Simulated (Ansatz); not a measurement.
# Li2Si: the cost of one run

Computed with the Python package of Ansatz 0.2.0. Level of theory: DFT PBEsol, plane waves, PAW.

### 1 Starting point

The structure is trigonal, space group R-3m (No. 166). Conventional cell: a = 4.342 Å, b = 4.342 Å, c = 18.397 Å, α = 90.00°, β = 90.00°, γ = 120.00°. Li (site symmetry 3m) is surrounded by 6 Si at 2.59 to 2.98 Å and 4 Li at 2.68 to 2.83 Å. Li (site symmetry 3m) is surrounded by 4 Si at 2.64 to 2.79 Å and 4 Li at 2.83 to 2.88 Å. Si (site symmetry 3m) is surrounded by 1 Si at 2.26 Å and 10 Li at 2.59 to 2.98 Å.

No structure file is read: the coordinates are typed or built in the script.

### 2 The script

li2si.py reads:

```python
import ansatz as az
import numpy as np

vectors0 = np.array([
    [2.17096949, 1.25340982, 6.132429],
    [-2.17096949, 1.25340982, 6.132429],
    [0.0, -2.50681964, 6.132429],
])
sites = [
    ("Li", [0.35900134, 0.35900134, 0.35900134]),
    ("Li", [0.64099866, 0.64099866, 0.64099866]),
    ("Li", [0.79495245, 0.79495245, 0.79495245]),
    ("Li", [0.20504755, 0.20504755, 0.20504755]),
    ("Si", [0.06146664, 0.06146664, 0.06146664]),
    ("Si", [0.93853336, 0.93853336, 0.93853336]),
]


def make_crystal(cell):
    crystal = az.Crystal(lattice=az.Lattice.of(cell))
    for symbol, position in sites:
        crystal = crystal.atom(symbol, position)
    return crystal

volumes, energies = [], []
for scale in np.linspace(0.88, 1.12, 7):
    cell = vectors0 * scale ** (1 / 3)
    model = (
        make_crystal(cell).calculation()
        .functional("pbesol")
        .pseudopotentials("paw")
        .basis(420)
        .occupations("fermi_dirac")
        .scf(tolerance=1e-10)
        .kpoints(6, 6, 6)
    )
    report = model.run(threads=1).report
    volumes.append(abs(np.linalg.det(cell)) / len(sites))
    energies.append(report["free_energy_ev"] / len(sites))
    print(f"V = {volumes[-1]:8.4f} A^3/atom  F = {energies[-1]:.5f} eV/atom")

x = np.array(volumes) ** (-2 / 3)
poly = np.polynomial.Polynomial.fit(x, energies, 3).convert()
roots = poly.deriv().roots()
x0 = min((r.real for r in roots if abs(r.imag) < 1e-9 and poly.deriv(2)(r.real) > 0), key=lambda r: abs(r - x.mean()))
v0 = x0 ** -1.5
b0 = 4 / 9 * poly.deriv(2)(x0) * v0 ** (-7 / 3) * 160.21766
b1 = 4 + 2 / 3 * x0 * poly.deriv(3)(x0) / poly.deriv(2)(x0)
print(f"V0 = {v0:.4f} A^3/atom, B0 = {b0:.1f} GPa, dB/dP = {b1:.2f}")
```

### 3 Launch

On the command line:

```
python li2si.py
```

What time and memory should one allow on 1 thread of Arm Neoverse V2, shared host?

About 21 s, with a peak of 0.41 GiB.
